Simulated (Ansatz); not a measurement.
**KBr: a relaxation**

The task is a relaxation on KBr. The structure is shown as the input types it.

Method: DFT, PBE, all-electron LAPW, scalar-relativistic, in Ansatz 0.2.0.

### Step 1. Starting point

It takes space group Fm-3m (No. 225, cubic). The conventional cell has a = 6.760 Å, b = 6.760 Å, c = 6.760 Å, α = 90.00°, β = 90.00°, γ = 90.00°. Around K (site symmetry m-3m) lie 6 Br at 3.38 Å. Around Br (site symmetry m-3m) lie 6 K at 3.38 Å.

Coordinates:

```cif
data_structure
_symmetry_space_group_name_H-M 'P 1'
_symmetry_Int_Tables_number 1
_cell_length_a 4.7803
_cell_length_b 4.7803
_cell_length_c 4.7803
_cell_angle_alpha 60.000
_cell_angle_beta 60.000
_cell_angle_gamma 60.000
_cell_volume 77.24
loop_
_atom_site_label
_atom_site_type_symbol
_atom_site_fract_x
_atom_site_fract_y
_atom_site_fract_z
_atom_site_occupancy
K1 K 0.00000 0.00000 0.00000 1
Br1 Br 0.50000 0.50000 0.50000 1
```

### Step 2. The calculation

input.yaml

```yaml
crystal:
  lattice:
    - [0.0, 3.3801514882, 3.3801514882]
    - [3.3801514882, 0.0, 3.3801514882]
    - [3.3801514882, 3.3801514882, 0.0]
  atoms:
    - { symbol: K, position: [0.0, 0.0, 0.0] }
    - { symbol: Br, position: [0.5, 0.5, 0.5] }
kpoints:
  mp_grid: { grid: [7, 7, 7] }
scf:
  occupations: { method: fermi_dirac, width: 1.0 }
  max_iter: 75
hamiltonian:
  xc: pbe
  pseudopotentials: { kind: all_electron, lapw: { basis_error: 0.001 } }
output:
  forces: true
  stress: true
relax:
  f_tol: 0.005
  max_steps: 80
  cell: {}
```

Launch:

```sh
$ ansatz run input.yaml --threads 1 --pin off --max-ram 2048MiB --backend cpu --events-out ev --progress --plain --runs-dir out
```

Q: Will this input give a usable result? If not, why, and what should change?

The run converged and reported no error. Convergence says nothing about whether the input makes sense.

Look at the input: scf.occupations.width is 1.0. Occupations are smeared over electronvolts, wider than many features of the bands. A Fermi-Dirac width of 1 eV is an electron temperature of 11600 K.

The test: set scf.occupations.width to 0.02.
